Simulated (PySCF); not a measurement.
# C5H10OS2: the cost of one run

Programs: PySCF 2.14.0, with routines of our own; each step states its level. All values are computed. Atoms count from 0.

### 1 The system as given

18 atoms, charge 0, multiplicity 1; geometry from: GFN2-xTB.

### 2 Vibronic structure: TDA B3LYP/6-31G*

Job settings and geometry (Å):

```
{"job": {"kind": "vib", "xc": "B3LYP", "basis": "6-31G*", "tda": true}, "charge": 0, "multiplicity": 1}
C     -0.756081     1.693919     1.075502
S     -0.144907     0.002366     1.266281
C     -0.677151    -0.769101    -0.321450
C     -1.808586    -1.749377    -0.106299
S      0.757211    -1.611852    -1.069378
C      1.771781    -0.130696    -1.323764
C      2.099576     0.610983    -0.050381
O      2.025748     1.813657     0.028345
H     -0.884410     2.091823     2.076705
H     -1.707110     1.683758     0.553440
H     -0.007840     2.278342     0.538545
H     -0.960196     0.047371    -0.987980
H     -2.662305    -1.244000     0.340307
H     -1.486435    -2.546725     0.558849
H     -2.108521    -2.185489    -1.056965
H      2.705379    -0.497776    -1.753857
H      1.276605     0.529925    -2.039143
H      2.558483    -0.010811     0.732956
```

With the program's defaults for keys left out, this is: TDA B3LYP/6-31G* vertical-gradient vibronic structure (displaced harmonic oscillators, Condon), gas phase.

Launch:

```sh
$ OMP_NUM_THREADS=1 python excited_run.py task.json out
```

The driver reads the jobs from task.json and runs them one after another.

**Question.** How long does this first job take on 1 thread of Intel Xeon 6975P-C, shared host, and how much memory does it need?

About 29 s, with a peak of 0.83 GiB.
